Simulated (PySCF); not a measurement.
# The bond of CsGa, level by level

Aim: find the lowest electronic state of CsGa, scan its bond at several levels of theory, and get bond length, wavenumber and dissociation energy from each curve.

The runs use PySCF 2.14.0; Cs def2-SVP with ECP46, Ga def2-SVP, scalar-relativistic core potentials.

### Step 1. Set-up

A driver script around PySCF takes these settings:

```
atoms                         : Cs, Ga
charge                        : 0
basis                         : Cs def2-SVP with ECP46, Ga def2-SVP
Hamiltonian                   : scalar-relativistic core potentials
basis functions               : 56
electrons treated             : 40
masses in u                   : 132.9054, 68.9256
levels                        : PBE0, PBE, r²SCAN, r²SCANh, TPSSh, BHandHLYP, ωB97X, HF, MP2, SCS-MP2
grid                          : 80 radial by 434 angular points
occupations                   : held fixed by the projection of orbital angular momentum
dissociation limit            : Cs + Ga, each in its ground configuration
starting distance in angstrom : 3.410
values of 2S to try           : 0, 2
```

On the command line:

```bash
OMP_NUM_THREADS=1 python dia.py task.json out
```

After this run come: First curve: PBE0; Other states along the same grid; PBE; r²SCAN; r²SCANh (hybrid meta-GGA); TPSSh (hybrid meta-GGA); BHandHLYP (global hybrid GGA); ωB97X (range-separated hybrid); UHF (mean field).

Q: Predict the outcome of this session. Wanted: for each run, Re; ωe; De; μ.

The runs gave:

Lowest PBE0 solution found, without spin–orbit coupling: ³Π (triplet), unpaired electrons σ ↑, π ↑. State 2 has its PBE0 minimum 0.18 eV higher, as a spin-mixed determinant (⟨S²⟩ = 1.01), so this is no gap between pure states. State 3 has its PBE0 minimum 0.24 eV higher. The other levels ran on the lowest alone.

```
      level  Re (Å)  ωe (cm⁻¹)  De (eV)   μ (D)
        UHF   3.848       72.6    0.160  -10.17
    UHF-MP2   3.723       77.3    0.383     n/a
UHF-SCS-MP2   3.741       75.9    0.301     n/a
        PBE   3.683       77.4     0.67   -6.33
     r²SCAN   3.678       81.2     0.74   -7.64
      TPSSh   3.676       80.9     0.70   -7.84
    r²SCANh   3.674       81.9     0.71   -7.93
       PBE0   3.672       80.5     0.61   -7.47
  BHandHLYP   3.737       74.9    0.398   -7.30
      ωB97X   3.610       93.7    0.475   -9.85
```

De is counted to Cs + Ga in their ground configurations. A positive dipole means Cs(−)Ga(+).

**Reading.** The methods spread over 0.238 Å in bond length, from ωB97X to UHF. Among the levels with a De in the table, it runs from 0.160 eV (UHF) to 0.74 eV (r²SCAN).

Correlated steps freeze 9 core orbitals. Spin–orbit coupling is left out, which matters for elements this heavy, above all for dissociation energies. With spin–orbit coupling the term label itself may not hold.
